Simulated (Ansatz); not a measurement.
# Rh (fcc type): the cost of one run

Computed with Ansatz 0.2.0 (DFT PBEsol, with the methods named in each step, unless a step's input says otherwise).

## Step 1: The system as given

Symmetry: Fm-3m, No. 225, cubic system. Conventional cell: a = 3.780 Å, b = 3.780 Å, c = 3.780 Å, α = 90.00°, β = 90.00°, γ = 90.00°. Rh (site symmetry m-3m) is surrounded by 12 Rh at 2.67 Å.

As a file:

```xyz
1
Lattice="0.0000 1.8900 1.8900 1.8900 0.0000 1.8900 1.8900 1.8900 0.0000" Properties=species:S:1:pos:R:3 pbc="T T T"
Rh    0.0000    0.0000    0.0000
```

Whether this phase is the stable one at these pressures isn't tested.

## Step 2: The reference volume, LAPW

The input, input.yaml:

```yaml
crystal:
  lattice:
    - [0.0, 1.8899992388, 1.8899992388]
    - [1.8899992388, 0.0, 1.8899992388]
    - [1.8899992388, 1.8899992388, 0.0]
  atoms:
    - { symbol: Rh, position: [0.0, 0.0, 0.0] }
kpoints:
  mp_grid: { grid: [17, 17, 17] }
  band_path:
    path:
      - [0.0, 0.0, 0.0]
      - [0.5, 0.0, 0.5]
      - [0.625, 0.25, 0.625]
      - [0.375, 0.375, 0.75]
      - [0.0, 0.0, 0.0]
      - [0.5, 0.5, 0.5]
      - [0.5, 0.25, 0.75]
      - [0.5, 0.0, 0.5]
    npoints: 14
scf:
  occupations: { method: fermi_dirac, width: 0.05 }
hamiltonian:
  xc: pbesol
  pseudopotentials: { kind: all_electron, lapw: { basis_error: 0.001 } }
output:
  forces: true
  stress: true
  eigenvalues: true
  populations: true
  dos: { projected: true, de: 0.2, e_range: [-14, 8] }
```

Started as:

```
ansatz run input.yaml --threads 1 --pin off --max-ram 2048MiB --backend cpu --events-out ev --progress --plain --runs-dir out
```

**Question.** How long does this run take on 1 thread of Arm Neoverse V2, shared host, and how much memory does it need?

About 15 s, with a peak of 0.34 GiB.
